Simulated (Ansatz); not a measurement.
# Al3GaSb4: the band gap up the ladder of functionals

An exercise on one series of results from a longer session: the logs are not shown, and one member is left open.

Program: Ansatz 0.2.0. PAW datasets, plane waves. No spin polarisation. The prototype was imposed, so other structures may be more stable.

## The cell

The cell was relaxed beforehand with r2SCAN.

The symmetry is P-4m2 (No. 115, tetragonal); conventional cell a = 4.365 Å, c = 12.310 Å, 29.32 Å³ an atom. Al has 4 Sb at 2.67 Å; Sb has 4 Al at 2.67 Å; Sb has 2 Ga at 2.66 Å and 2 Al at 2.67 Å; Ga has 4 Sb at 2.66 Å.

As a file:

```xyz
8
Lattice="4.3650 0.0000 0.0000 0.0000 4.3650 0.0000 0.0000 0.0000 12.3099" Properties=species:S:1:pos:R:3 pbc="T T T"
Al    0.0000    0.0000    9.2208
Sb    0.0000    2.1825   10.7655
Al    2.1825    2.1825    0.0000
Sb    2.1825    0.0000    1.5444
Al    0.0000    0.0000    3.0891
Sb    0.0000    2.1825    4.6284
Ga    2.1825    2.1825    6.1549
Sb    2.1825    0.0000    7.6815
```

Set-up of the first run:

Contents of input.yaml:

```yaml
crystal:
  lattice:
    - [4.3650350553, 0.0, 0.0]
    - [0.0, 4.3650350553, 0.0]
    - [0.0, 0.0, 12.3098601552]
  atoms:
    - { symbol: Al, position: [0.0, 0.0, 0.7490588803] }
    - { symbol: Sb, position: [0.0, 0.5, 0.8745422056] }
    - { symbol: Al, position: [0.5, 0.5, 0.0] }
    - { symbol: Sb, position: [0.5, 0.0, 0.1254577944] }
    - { symbol: Al, position: [0.0, 0.0, 0.2509411197] }
    - { symbol: Sb, position: [0.0, 0.5, 0.3759916132] }
    - { symbol: Ga, position: [0.5, 0.5, 0.5] }
    - { symbol: Sb, position: [0.5, 0.0, 0.6240083868] }
kpoints:
  mp_grid: { grid: [6, 6, 2] }
  band_path:
    path:
      - [[0.0, 0.0, 0.0], [0.0, 0.5, 0.0], [0.5, 0.5, 2.906036760013e-33], [0.0, 0.0, 0.0], [-7.057272835046e-51, 0.0, 0.5], [-7.057272835046e-51, 0.5, 0.5], [0.5, 0.5, 0.5], [-7.057272835046e-51, 0.0, 0.5]]
      - [[0.0, 0.5, 0.0], [-7.057272835046e-51, 0.5, 0.5]]
      - [[0.5, 0.5, 2.906036760013e-33], [0.5, 0.5, 0.5]]
    npoints: 10
hamiltonian:
  xc: pbe
scf:
  occupations: { method: fermi_dirac, width: 0.02 }
  n_extra_bands: 6
output:
  forces: true
  stress: true
  eigenvalues: true
```

Command:

```bash
ansatz run input.yaml --threads 4 --pin off --max-ram 6451MiB --backend cpu --events-out ev --progress --plain --runs-dir out
```

Steps of the session up to this table: PBE bands along the symmetry lines; r2SCAN at the same geometry; HSE06 at the same geometry; PBE+SOC; PBE0 at the same geometry.

One table of the session follows, with a row left open; its other results are not shown here.

```
  level  gap (eV)
    PBE      0.83
 r2SCAN      1.15
  HSE06         ?
PBE+SOC      0.62
   PBE0      2.05
```

Q: Estimate the row for HSE06 from the others.

As computed: gap (eV): 1.45. In the column «gap (eV)» it lies between r2SCAN (1.15) and PBE0 (2.05).

Meshes: PBE 6×6×2, r2SCAN 6×6×2, HSE06 4×4×2, PBE+SOC 6×6×2, PBE0 4×4×2

What this shows: The gap runs from 0.62 eV (PBE+SOC) to 2.05 eV (PBE0). Against HSE06, PBE is short by 0.62 eV, at 57 % of it, and r2SCAN 80 %. PBE0 lies 0.60 eV above HSE06, which differs from it by screening the long-range exchange.

Caveats from the session: Warnings in the runs' records: stress exchange threshold loose, stress scf threshold loose.
